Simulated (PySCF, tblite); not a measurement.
**CH9Ge2NP radical: geometry, infrared bands and EPR parameters**

Wanted: the infrared bands and EPR parameters of CH9Ge2NP radical (`C[NH][GeH2][GeH2][PH]`), by calculation.

Programs: tblite 0.8.0 and PySCF 2.14.0, with density-fitted response routines of our own. Each step states its level of theory. These are calculated values for one molecule in the gas phase, unless marked as measured. Atoms count from 0, in the outputs and in this text.

## (1) Starting geometry

14 atoms, charge 0, multiplicity 2; geometry from: force field or distance geometry start.

Bonds of the start (Å): C0–N1 1.47, N1–Ge2 1.86, Ge2–Ge3 2.41, Ge3–P4 2.25, C0–H5 1.11, C0–H6 1.11, C0–H7 1.12, N1–H8 1.05, Ge2–H9 1.54, Ge2–H10 1.54, Ge3–H11 1.54, Ge3–H12 1.57, P4–H13 1.42.

## (2) Relaxing the molecule with GFN2-xTB

What the job is given:

```
{"job": {"kind": "relax", "xc": "GFN2-xTB", "basis": "xTB"}, "charge": 0, "multiplicity": 2}
C      2.369100    -0.351400     0.360800
N      1.473900    -0.351600    -0.804700
Ge    -0.070400     0.564100    -0.310800
Ge    -2.027500    -0.826200    -0.492200
P     -3.694300     0.376400     0.431400
H      2.924300    -1.301800     0.466200
H      1.805200    -0.183000     1.305200
H      3.066100     0.515800     0.224000
H      1.939100     0.261900    -1.515100
H     -0.240200     1.803300    -1.208800
H      0.056400     1.049400     1.144000
H     -2.411700    -1.118700    -1.949400
H     -1.801300    -2.154000     0.318500
H     -3.389400     1.715400     0.058800
```

Run with:

```sh
$ OMP_NUM_THREADS=1 python probes_run.py task.json out
```

The driver reads the jobs from task.json and runs them one after another.

The program printed:

```text
step      E/eV     max force
  0    -434.32379    1.298
  1    -434.42708    0.850
  2    -434.53338    0.940
  3    -434.60439    0.977
  4    -434.68826    0.940
  5    -434.74493    0.768
  6    -434.78325    0.427
  7    -434.79880    0.349
  8    -434.80911    0.289
  9    -434.81911    0.347
 10    -434.82836    0.292
 11    -434.83752    0.275
 12    -434.84617    0.251
 13    -434.85426    0.278
 14    -434.86178    0.276
 15    -434.86819    0.198
 16    -434.87352    0.216
 17    -434.87884    0.262
 18    -434.88399    0.212
 19    -434.88777    0.218
 20    -434.88803    0.643
 21    -434.89312    0.149
 22    -434.89568    0.105
 23    -434.90629    0.206
 24    -434.91069    0.490
 25    -434.91848    0.195
 26    -434.92249    0.148
 27    -434.92591    0.148
 28    -434.92879    0.137
 29    -434.93293    0.123
 30    -434.93531    0.165
 31    -434.93686    0.108
 32    -434.93851    0.091
 33    -434.94108    0.186
 34    -434.94467    0.253
 35    -434.94934    0.245
 36    -434.95414    0.177
 37    -434.95827    0.168
 38    -434.96209    0.205
 39    -434.96656    0.206
 40    -434.97155    0.212
 41    -434.97676    0.205
 42    -434.98225    0.187
 43    -434.98758    0.243
 44    -434.99269    0.231
 45    -434.99711    0.170
 46    -435.00014    0.149
 47    -435.00261    0.171
 48    -435.00564    0.252
 49    -435.00581    0.315
 50    -435.01281    0.249
 51    -435.01706    0.166
 52    -435.02586    0.200
 53    -435.02846    0.225
 54    -435.03212    0.197
 55    -435.03700    0.179
 56    -435.04059    0.191
 57    -435.04413    0.197
 58    -435.04717    0.202
 59    -435.05000    0.192
 60    -435.05324    0.167
 61    -435.05584    0.122
 62    -435.05730    0.101
 63    -435.05825    0.081
 64    -435.05917    0.100
 65    -435.06038    0.102
 66    -435.06173    0.098
 67    -435.06306    0.111
 68    -435.06430    0.094
 69    -435.06538    0.104
 70    -435.06625    0.083
 71    -435.06704    0.063
 72    -435.06772    0.064
 73    -435.06811    0.066
 74    -435.06901    0.070
 75    -435.07006    0.092
 76    -435.07121    0.090
 77    -435.07206    0.067
 78    -435.07267    0.060
 79    -435.07331    0.056
 80    -435.07424    0.085
 81    -435.07529    0.091
 82    -435.07605    0.064
 83    -435.07643    0.035
 84    -435.07666    0.038
 85    -435.07693    0.051
 86    -435.07730    0.068
 87    -435.07778    0.064
 88    -435.07825    0.046
 89    -435.07857    0.043
 90    -435.07880    0.039
 91    -435.07908    0.048
 92    -435.07944    0.048
 93    -435.07988    0.046
 94    -435.08026    0.040
 95    -435.08050    0.032
 96    -435.08067    0.032
 97    -435.08084    0.038
 98    -435.08098    0.027
 99    -435.08107    0.022
100    -435.08113    0.020
101    -435.08120    0.019
102    -435.08128    0.023
103    -435.08138    0.033
104    -435.08152    0.046
105    -435.08174    0.051
106    -435.08206    0.047
107    -435.08237    0.045
108    -435.08255    0.026
109    -435.08261    0.014
110    -435.08264    0.013
111    -435.08268    0.018
112    -435.08276    0.033
113    -435.08290    0.048
114    -435.08307    0.047
115    -435.08319    0.028
116    -435.08324    0.015
117    -435.08327    0.015
118    -435.08331    0.019
119    -435.08340    0.033
120    -435.08354    0.045
121    -435.08371    0.040
122    -435.08381    0.021
123    -435.08385    0.018
124    -435.08388    0.017
125    -435.08393    0.017
126    -435.08401    0.026
127    -435.08413    0.025
128    -435.08420    0.014
129    -435.08423    0.010
130    -435.08423    0.009
```

Wall time 0.79 s (1 thread of Arm Neoverse V2, shared host); peak memory 0.18 GiB.

Step by step: (not every step is listed)

```tsv
step	energy from step 0 (eV)	largest force (eV/Å)
0	0.0000	1.2982
1	-0.1033	0.8501
2	-0.2096	0.9400
3	-0.2806	0.9765
4	-0.3645	0.9404
5	-0.4211	0.7675
6	-0.4595	0.4275
7	-0.4750	0.3486
8	-0.4853	0.2889
19	-0.5640	0.2181
30	-0.6115	0.1648
41	-0.6530	0.2046
52	-0.7021	0.2001
63	-0.7345	0.0809
74	-0.7452	0.0702
85	-0.7531	0.0505
96	-0.7569	0.0317
107	-0.7586	0.0447
118	-0.7595	0.0188
125	-0.7601	0.0166
126	-0.7602	0.0255
127	-0.7603	0.0251
128	-0.7604	0.0142
129	-0.7604	0.0101
130	-0.7604	0.0090
```

Close pairs (by a distance rule), those that changed most:

```tsv
bond	before (Å)	after (Å)	change (Å)
Ge3–H12	1.572	1.523	-0.049
Ge2–Ge3	2.408	2.450	+0.042
N1–Ge2	1.862	1.822	-0.040
N1–H8	1.048	1.012	-0.035
P4–H13	1.423	1.391	-0.032
C0–H7	1.121	1.092	-0.029
Ge2–H9	1.540	1.515	-0.025
Ge2–H10	1.539	1.515	-0.024
```

The next job starts from the end point, and lists it.

## (3) Vibrational analysis with GFN2-xTB

What the job is given:

```
{"job": {"kind": "ir", "xc": "GFN2-xTB", "basis": "xTB"}, "charge": 0, "multiplicity": 2}
C      2.256564    -0.551322     0.338297
N      1.665477     0.402878    -0.579926
Ge    -0.002559     1.070237    -0.273792
Ge    -1.835407    -0.555378    -0.296587
P     -3.817583    -0.048581     0.667778
H      1.854383    -1.564966     0.228585
H      2.061708    -0.212726     1.355900
H      3.336742    -0.591715     0.186463
H      1.849023     0.130912    -1.537487
H     -0.125489     2.147886    -1.331585
H      0.156053     1.779358     1.055596
H     -1.967072    -0.996339    -1.752981
H     -1.284322    -1.824303     0.340140
H     -4.148198     0.813587    -0.372667
```

The program printed:

```text
mode    cm-1     km/mol
  1      13.4      0.53
  2      52.7      0.96
  3      69.2      3.67
  4     115.5      2.29
  5     146.9     17.14
  6     185.0      8.46
  7     219.5      1.32
  8     230.2      1.16
  9     278.1     32.74
 10     355.5     13.63
 11     377.2      0.70
 12     515.9    363.77
 13     528.2     33.47
 14     563.1     69.01
 15     613.2     68.53
 16     664.0     42.84
 17     702.5    130.71
 18     760.4     67.77
 19     802.0    293.37
 20     860.0    213.16
 21    1045.8     44.02
 22    1093.5     23.47
 23    1112.2     25.79
 24    1319.3     12.08
 25    1417.8      6.79
 26    1483.4      6.61
 27    1495.1      4.31
 28    1754.4    271.23
 29    1830.7    349.11
 30    1848.3    564.59
 31    1918.7    689.76
 32    2262.0    156.03
 33    2899.9     50.18
 34    2975.4     60.02
 35    2997.0     26.51
 36    3383.1      8.39
```

Wall time 0.4 s (1 thread of Arm Neoverse V2, shared host); peak memory 0.18 GiB.

The strongest bands and the atoms that carry them (share of the mass-weighted mode):

```tsv
cm⁻¹	km/mol	atoms
516	363.8	N1 42 %, H11 16 %, Ge2 12 %
802	293.4	H10 44 %, H9 43 %
860	213.2	H12 49 %, H11 44 %
1754	271.2	H11 74 %, H12 23 %
1831	349.1	H9 47 %, H10 39 %
1848	564.6	H12 70 %, H11 17 %
1919	689.8	H10 50 %, H9 48 %
2262	156.0	H13 97 %
```

## (4) g tensor and hyperfine couplings: B3LYP/def2-TZVP-core+pcH-1

The job, as its differences from that of step 3:

```diff
@@ -1,2 +1,2 @@
-{"job": {"kind": "ir", "xc": "GFN2-xTB", "basis": "xTB"}, "charge": 0, "multiplicity": 2}
+{"job": {"kind": "epr", "basis": "pcH-1"}, "charge": 0, "multiplicity": 2}
 C      2.256564    -0.551322     0.338297
```

Level: UKS B3LYP, def2-TZVP-core on Ge, pcH-1 on C H N P, non-relativistic, mean-field spin-orbit, GIAO.

The program printed:

```text
UKS, coarse grid
  cycle   1  E = -4593.60048836  |g| = 1.87e+00
  cycle   2  E = -4593.40497365  |g| = 1.32e+00
  cycle   3  E = -4593.60796349  |g| = 6.76e-01
  cycle   4  E = -4593.73444169  |g| = 1.98e-01
  cycle   5  E = -4593.74935438  |g| = 5.49e-02
  cycle   6  E = -4593.75071561  |g| = 1.22e-02
  cycle   7  E = -4593.75083300  |g| = 3.59e-03
  cycle   8  E = -4593.75084140  |g| = 1.59e-03
  cycle   9  E = -4593.75084522  |g| = 9.10e-04
UKS, final grid
  cycle   1  E = -4593.75085562  |g| = 9.09e-04
  cycle   2  E = -4593.75085488  |g| = 1.67e-03
  cycle   3  E = -4593.75085607  |g| = 1.50e-04
  cycle   4  E = -4593.75085609  |g| = 9.05e-05
  cycle   5  E = -4593.75085610  |g| = 2.49e-05
  cycle   6  E = -4593.75085610  |g| = 1.61e-05
E = -4593.75085610 Eh   <S^2> = 0.7541 (exact 0.7500)
g shifts (ppm)      1          2          3
  rmc          -170       -170       -170
  gc              3         37         49
  oz_so        -503       7740      20394
  total        -671       7607      20273
hyperfine (MHz)  atom isotope    a_iso     a_fc   dipolar eigenvalues
    0   13C      -1.10      -1.10     -0.21     -0.01      0.22
    1   14N       0.26       0.23     -2.02     -1.91      3.93
    2  73Ge     -17.43     -17.64     -4.91      2.32      2.59
    3  73Ge      15.76      16.04     -0.68     -0.15      0.83
    4   31P     106.26     106.53   -307.03   -289.89    596.92
    5    1H       3.99       3.99     -0.58     -0.17      0.75
    6    1H       0.11       0.10     -0.64     -0.10      0.74
    7    1H       3.39       3.39     -0.48     -0.31      0.79
    8    1H      -2.50      -2.52     -2.44     -0.23      2.66
    9    1H      10.21      10.21     -0.89     -0.37      1.27
   10    1H       6.47       6.47     -1.23     -0.48      1.70
   11    1H      55.29      55.29     -1.63     -1.54      3.17
   12    1H       6.10       6.09     -1.76     -1.55      3.31
   13    1H     -33.62     -33.85    -16.88      2.86     14.02
```

Wall time 5.7 min (1 thread of Arm Neoverse V2, shared host); peak memory 1.4 GiB.

Principal g values 2.00165, 2.00993, 2.02259; g(iso) = 2.01139, against 2.00232 for a free electron.

Hyperfine couplings; where a row names several nuclei, a(iso) is their mean (it holds for fast rotation or exchange) and the dipolar term the largest among them:

```tsv
nuclei	isotope	a(iso) (MHz)	a(iso) (G, at g = 2.0023)	largest dipolar term (MHz)
P4	31P	106.3	37.9	596.9
H13	1H	-33.6	-12.0	-16.9
H11, H12	1H	30.7	11.0	3.3
Ge2	73Ge	-17.4	-6.2	-4.9
Ge3	73Ge	15.8	5.6	0.8
H9, H10	1H	8.3	3.0	1.7
H8	1H	-2.5	-0.9	2.7
H5, H6, H7	1H	2.5	0.9	0.8
C0	13C	-1.1	-0.4	0.2
N1	14N	0.3	0.1	3.9
```

Mulliken spin populations:

C0 0.00; N1 0.04; Ge2 0.03; Ge3 -0.04; P4 0.96; H5 0.00; H6 0.00; H7 0.00; H8 0.00; H9 0.01; H10 0.01; H11 0.03; H12 0.00; H13 -0.03

In first order the couplings over 0.8 MHz of 31P, 1H give 180 distinct lines over 81.4 G, if the averaged nuclei exchange fast.

The fields below are evaluated on a grid from the run's orbitals.

ELF in a plane through or near 7 of the atoms.

Ten even steps from ' ' (0.00) to '@' (1.00):
```
                                                        
                                                        
                            ....                        
                        ..++%%%%==                      
                        ::##@@@@##..                    
                ..--::  ::##@@@@**..                    
                ==##**--..::--**--        ::==--        
                ++%%@@%%..++**..--::    ::%%@@@@==      
          ::::  ::##**##--==**..##**--..++@@@@@@**..    
        ::%%@@##--######**::::**##======++@@@@@@==      
        ++@@@@@@##..**==::::**##::**::++++**%%**..      
        ==@@@@@@##::**::    ----==----==##++**++::      
          ++##++**@@@@%%    ==##::::..==######**--..    
                ##@@@@@@    @@@@@@%%--::--++**++::      
                **@@@@##    @@@@@@@@--  ..------        
                  ----      @@@@@@@@..                  
                            ==%%%%++                    
                                                        
                                                        
                                                        
```
The map spans 13.6 Å across and 9.9 Å up, centred on the molecule. Atoms in the plane (x, y in Å): C0 (-2.3, -0.5), Ge2 (0.1, 1.1), Ge3 (1.8, -0.7), H5 (-2.0, -1.5), H7 (-3.4, -0.4), H12 (1.1, -2.0), H13 (4.2, 0.5).

On the surface of density 0.002 e/bohr³ the electrostatic potential runs, from the 1st to the 99th percentile, from -1.14 V near N1 to 1.43 V near H8.

The spin density lies nearest to P4 77 %; H13 7 %.

## (5) Outcome

```
                                 quantity                  value
strongest single infrared mode (GFN2-xTB)  1919 cm⁻¹, 690 km/mol
             zero-point energy (GFN2-xTB)          55.6 kcal/mol
                           g(iso) (B3LYP)                2.01139
                                     ⟨S²⟩     0.754 (exact 0.75)
       largest a(iso) (averaged by class)   31P on P4, 106.3 MHz
    surface potential, 1st and 99th percentile     -1.14 V and 1.43 V
```

What this shows: Relaxing lowered the energy by 0.760 eV in 130 steps; the close pair that moved most is Ge3–H12, from 1.572 to 1.523 Å. All 36 modes are real, so the xTB geometry is a minimum. The strongest single mode, at 1919 cm⁻¹, moves mainly H10 and H9. Unscaled tight-binding wavenumbers are off by several per cent, some by more. Its intensities can rank the bands wrongly. Most of the unpaired spin sits on P4 (0.96 e). The isotropic g lies 9.1 ppt above the free-electron value. The hyperfine terms hold no scalar relativity, which the heavier nuclei need.
